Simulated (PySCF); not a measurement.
# How the numerical set-up moves the result for TaSi

The method stays; parts of the set-up, such as the basis or the Hamiltonian, are changed.

Method: each script names its method and basis; program: PySCF 2.14.0.

7 further runs of the same task are left out: 7 that didn't finish.

**1. Where the work starts**

TaSi: 2 atoms, charge 0, spin multiplicity 2.

Bond lengths: Ta1–Si2 2.599 Å.

**2. The run that the others are compared with**

The input, input.py:

```python
from pyscf import gto, scf
from pyscf.hessian import thermo

mol = gto.M(
    atom='Ta 0 0 0; Si 0 0 2.599',
    basis='def2-svp',
    ecp={'Ta': 'def2-svp'},
    charge=0,
    spin=1,
    symmetry=True,
    verbose=4,
)
mf = scf.UHF(mol)
mf.level_shift = 0.3
mf.kernel()
hess = mf.Hessian().kernel()
print('wavenumber (cm^-1) =', thermo.harmonic_analysis(mol, hess)['freq_wavenumber'].round(1))
mf.dip_moment()
print('orbital energies (hartree):', [e[max(0, n-3):n+3].round(4) for e, n in zip(mf.mo_energy, mol.nelec)])
```

The run is started by

```console
python input.py
```

Its log is not repeated here.

Base result: E(SCF) = -344.969018 Eh, ⟨S²⟩ = 0.965, μ = 1.58 D, wavenumbers 189 cm⁻¹.

The bond length is a typed value, not an optimised one, so the wavenumber is not that of the minimum. No search for the lowest state was made; open d or f shells can end in a higher solution.

**3. Def2-svpd**

Run 1 changes basis set: def2-svp → def2-svpd.

The input, input.py:

```python
from pyscf import gto, scf
from pyscf.hessian import thermo

mol = gto.M(
    atom='Ta 0 0 0; Si 0 0 2.599',
    basis='def2-svpd',
    ecp={'Ta': 'def2-svpd'},
    charge=0,
    spin=1,
    symmetry=True,
    verbose=4,
)
mf = scf.UHF(mol)
mf.level_shift = 0.3
mf.kernel()
hess = mf.Hessian().kernel()
print('wavenumber (cm^-1) =', thermo.harmonic_analysis(mol, hess)['freq_wavenumber'].round(1))
mf.dip_moment()
print('orbital energies (hartree):', [e[max(0, n-3):n+3].round(4) for e, n in zip(mf.mo_energy, mol.nelec)])
```

The run is started by

```console
python input.py
```

**4. Density fitting weigend**

Run 2 changes density fitting: none → weigend.

input.py, as its differences from that of step 2:

```diff
@@ -13,2 +13,3 @@
 mf = scf.UHF(mol)
+mf = mf.density_fit(auxbasis='weigend')
 mf.level_shift = 0.3
```

Before running it: what results should come out? Wanted: for each run, E(SCF); from base; gap, α spin; SCF dipole; after the SCF.

The runs gave:

```tsv
run	E(SCF) (hartree)	from base (eV)	cycles	gap, α spin (eV)	SCF dipole (D)	functions	after the SCF
base	-344.969018	0	40	7.40	1.58	50	highest mode 189 cm⁻¹
def2-svpd	-344.973232	-0.1147	41	7.54	1.50	59	highest mode 195 cm⁻¹
density fitting weigend	-343.078476	+51.4443	49	7.26	1.98	50	highest mode 256 cm⁻¹
```

What this shows: Of the runs whose energies can be compared, “density fitting weigend” moves the SCF energy most (+51.444 eV). def2-svpd (59 functions) gives an energy 0.11 eV lower than def2-svp (50).
